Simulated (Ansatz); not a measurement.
**HfC (P6_3/mmc): relaxation of cell and ions from a Python script**

What cell does HfC (P6_3/mmc) relax to? Wanted for HfC (P6_3/mmc): a relaxation of cell and ions.

All numbers are computed with Ansatz 0.2.0 through its Python package. Level of theory: DFT PBEsol, plane waves, PAW.

**1. Starting point**

Symmetry: P6_3/mmc, No. 194, hexagonal system. Conventional cell: a = 3.343 Å, b = 3.343 Å, c = 5.203 Å, α = 90.00°, β = 90.00°, γ = 120.00°. Around Hf (site symmetry -6m2) lie 6 C at 2.33 Å. Around C (site symmetry -3m) lie 6 Hf at 2.33 Å.

The script holds or builds the structure itself.

**2. Script**

Input file vcrelax_hfc.py:

```python
"""Variable-cell relaxation of HfC."""

import ansatz as az
from ase import Atoms
from ase.io import write
import matplotlib.pyplot as plt
import numpy as np
from pymatgen.core import Lattice, Structure
from pymatgen.io.ase import AseAtomsAdaptor

OCCUPATIONS = "cold"
TOLERANCE = 1e-09
XC = "PBEsol"
K_LENGTH = 22

def edges_and_angles(cell):
    cell = np.asarray(cell)
    a, b, c = np.linalg.norm(cell, axis=1)
    cosines = cell[1] @ cell[2] / (b * c), cell[0] @ cell[2] / (a * c), cell[0] @ cell[1] / (a * b)
    return (a, b, c, *np.degrees(np.arccos(cosines)))

pmg_structure = Structure(
    Lattice([(3.342866, 0.0, 0.0), (-1.671433, 2.895007, 0.0), (0.0, 0.0, 5.202714)]),
    ["Hf", "Hf", "C", "C"],
    [
        (2 / 3, 1 / 3, 0.75),
        (1 / 3, 2 / 3, 0.25),
        (0.0, 0.0, 0.0),
        (0.0, 0.0, 0.5),
    ],
)
hfc = az.Crystal.from_ase(AseAtomsAdaptor.get_atoms(pmg_structure))

# edges free, angles fixed
base = (
    hfc.calculation()
    .occupations(OCCUPATIONS, width=50 * az.meV)
    .scf(tolerance=TOLERANCE)
    .functional(XC)
    .kpoints(length=K_LENGTH)
    .relax(fix_cell=["angles"])
    .density_of_states(energy_step=0.1, method="tetrahedron", nscf_kmesh_spacing=0.16)
    .band_table()
)
steps = []


def collect(event):
    if event["event"] == "relax_step":
        steps.append(event["data"])


res = base.session().plan().execute(on_event=collect)
rep = res.report
print("step   energy (eV)     max comp. (eV/A)   P (GPa)  SCF")
for s in steps:
    print(f"{s['step']:4d} {s['lagrangian_ev']:15.5f} {s['allowed_force_max_ev_ang']:12.4f} {s['pressure_gpa']:10.3f} {s['n_scf']:5d}")

first, last = steps[0], steps[-1]
symbols = [site.symbol for site in res.lattice.sites]
print(f"energy gained {first['lagrangian_ev'] - last['lagrangian_ev']:.4f} eV in {len(steps) - 1} steps")
for label, vectors in (("before", first["cell_ang"]), ("after", res.lattice.cell_ang)):
    print(label, "a b c (A) {:.4f} {:.4f} {:.4f}  angles {:.2f} {:.2f} {:.2f}".format(*edges_and_angles(vectors)), f" V = {abs(np.linalg.det(vectors)):.3f} A^3")
print("final stress xx yy zz (GPa, compression positive):", np.round(np.diag(rep["stress_gpa"]), 3) + 0.0)

relaxed = Atoms(symbols, positions=[site.position_ang for site in res.lattice.sites], cell=res.lattice.cell_ang, pbc=True)
write("relaxed.cif", relaxed, format="cif")

fig, (top, bottom) = plt.subplots(2, 1, sharex=True, figsize=(4.5, 4))
top.plot([s["lagrangian_ev"] - last["lagrangian_ev"] for s in steps], "o-")
top.set_ylabel("E - E(final) (eV)")
bottom.semilogy([max(s["allowed_force_max_ev_ang"], 1e-6) for s in steps], "s-")
bottom.set(xlabel="step", ylabel="largest force (eV/A)")
fig.tight_layout()
fig.savefig("relax.png", dpi=100)

n_atoms = len(rep["lattice"]["sites"])
print("F =", round(rep["free_energy_ev"], 4), "eV for", n_atoms, "atoms")
print("E(sigma -> 0) =", round(rep["energy_sigma0_ev"], 4), "eV, TS =", round(rep["entropy_ts_ev"], 5), "eV")
print("closed by", rep["closed_by"], "after", rep["n_iterations"], "iterations")

dos = res.density_of_states()
energy = np.asarray(dos.energies_ev) - dos.fermi_ev
top = min(levels[-1] for levels in rep["eigenvalues_ev"]) - dos.fermi_ev  # the computed bands end here
fig, ax = plt.subplots(figsize=(5, 3.2))
for spin, channel in enumerate(dos.channels):
    ax.plot(energy, (-1) ** spin * np.asarray(channel.g_bin_mean_per_ev), lw=1)
ax.axvline(0, color="k", ls=":")
ax.set(xlim=(-10, min(8, top)), xlabel="E - E_F (eV)", ylabel="states/eV", title="HfC")
fig.tight_layout()
fig.savefig("dos.png", dpi=100)
print("states below E_F:", round(float(np.interp(0.0, energy, dos.spin_summed_integrated)), 3))
```

**3. What the engine is handed**

The engine receives this input:

```yaml
crystal:
  lattice:
    - [3.342866, 0.0, 0.0]
    - [-1.671433, 2.895007, 0.0]
    - [0.0, 0.0, 5.202714]
  atoms:
    - { symbol: Hf, position: [0.6666666666666666, 0.3333333333333333, 0.75] }
    - { symbol: Hf, position: [0.33333333333333326, 0.6666666666666666, 0.25] }
    - { symbol: C, position: [0.0, 0.0, 0.0] }
    - { symbol: C, position: [0.0, 0.0, 0.5] }
kpoints:
  mp_grid:
    grid: [8, 8, 4]
hamiltonian:
  xc: pbesol
scf:
  convergence:
    dr2_threshold: 1.0e-09
  occupations:
    method: cold
    width: 0.05
relax:
  cell:
    fix: [angles]
output:
  dos:
    de: 0.1
    method: tetrahedron
    nscf_kmesh:
      kspacing: 0.16
  eigenvalues: true
```

**4. The run**

The run is started by

```sh
$ python vcrelax_hfc.py
```

Q: Predict the main results. Wanted: free energy; moves of the relaxation; energy gained; last largest force component; relaxed conventional cell; space group at the end.

**Answer**, as computed:

| quantity | value |
| --- | --- |
| free energy | -31692.6567 eV (-7923.1642 eV/atom) |
| moves of the relaxation | 3 |
| energy gained (ahead of the last change of basis) | 10.9 meV/atom |
| last largest force component | 0.0000 eV/Å |
| relaxed conventional cell | a = 3.290 Å, b = 3.290 Å, c = 5.205 Å, α = 90.00°, β = 90.00°, γ = 120.00° |
| space group at the end | P6_3/mmc |

In words: The volume shrank by 3.1 % over 3 moves, and the space group stayed P6_3/mmc. What to keep in mind:
- Forces vanish by symmetry, so the ions can't move, and the end may be a saddle.
- The count of states below the Fermi level is interpolated on the energy grid.
- The mesh is modest for a metal, so energies can be off by several to tens of meV an atom and pressures by half a GPa or more; differences at equal mesh fare better.
- Energies along a relaxation are free energies. Rows at an unchanged volume are solved on a plane-wave basis chosen afresh for that cell, so the energy jumps there and such rows are no steps of the walk.
- Spin-orbit coupling, which matters for elements this heavy, is left out.
- This cell is a computed structure, which may not be the phase found in nature.
- The computed bands are complete only to about 3.6 eV above the Fermi level; beyond that the density of states is undercounted.
